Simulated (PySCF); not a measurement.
**LiSe−: from the state search to spectroscopic constants**

Aim: find the lowest electronic state of LiSe−, scan its bond at several levels of theory, and get bond length, wavenumber and dissociation energy from each curve.

Program: PySCF 2.14.0. Level of theory: Li aug-pcseg-1, Se aug-pcseg-1, no relativity. These are calculated values, not measurements.

## 1. The job

The job is set up so:

```json
{
 "atoms": "Li, Se",
 "charge": "-1",
 "basis": "Li aug-pcseg-1, Se aug-pcseg-1",
 "Hamiltonian": "no relativity",
 "basis functions": "49",
 "electrons treated": "38",
 "masses in u": "7.0160, 79.9165",
 "levels": "PBE0, PBE, r²SCAN, r²SCAN0, B3LYP, M06-L, HF, MP2, SCS-MP2, CCSD, CCSD(T)",
 "grid": "80 radial by 434 angular points",
 "occupations": "held fixed by the projection of orbital angular momentum",
 "dissociation limit": "Li + Se−, each in its ground configuration",
 "starting distance in angstrom": "2.500",
 "values of 2S to try": "0, 2"
}
```

On the command line:

```sh
OMP_NUM_THREADS=1 python dia.py task.json out
```

The runs that follow: First curve: PBE0; Higher solutions at PBE0; PBE (GGA); r²SCAN; r²SCAN0; B3LYP (global hybrid GGA); M06-L; RHF; MP2 and coupled cluster.

What does the calculation give? Wanted: for each run, Re; ωe; De; μ.

As calculated:

Lowest PBE0 solution found, without spin–orbit coupling: ¹Σ⁺ (singlet), closed shell. State 2 has its PBE0 minimum 0.63 eV higher. State 3 has its PBE0 minimum 0.64 eV higher, as a spin-mixed determinant (⟨S²⟩ = 1.00), so this is no gap between pure states. State 4 has its PBE0 minimum 1.24 eV higher. The other levels ran on the lowest alone.

| level | Re (Å) | ωe (cm⁻¹) | De (eV) | μ (D) |
| --- | --- | --- | --- | --- |
| RHF | 2.197 | 582 | 1.04 | -5.66 |
| RHF-MP2 | 2.229 | 536 | 2.14 | n/a |
| RHF-SCS-MP2 | 2.227 | 536 | 2.05 | n/a |
| RHF-CCSD | 2.218 | 547 | 1.98 | n/a |
| RHF-CCSD(T) | 2.234 | 528 | 2.09 | n/a |
| PBE | 2.212 | 539 | 2.33 | -3.25 |
| r²SCAN | 2.205 | 554 | 2.27 | -3.95 |
| M06-L | 2.209 | 541 | 2.36 | -3.32 |
| B3LYP | 2.195 | 558 | 2.20 | -3.97 |
| PBE0 | 2.190 | 566 | 2.18 | -4.28 |
| r²SCAN0 | 2.190 | 571 | 2.17 | -4.62 |

De is counted to Li + Se− in their ground configurations. A positive dipole points from Li to Se; in an ion it is taken about the centre of mass and does not tell which atom is negative.

In words: The methods spread over 0.044 Å in bond length, from r²SCAN0 to RHF-CCSD(T). Of the levels with a De here, RHF gives the least (1.04 eV) and M06-L the most (2.36 eV).

Correlated steps freeze 9 core orbitals. T1 is 0.020 near the minimum (highest on the curve 0.027), which may point to more than one leading configuration. With some functionals the highest level of the anion is positive, from self-interaction error or because the anion is truly unbound there; the finite basis then holds the extra electron, and no neutral molecule was run to test the binding.
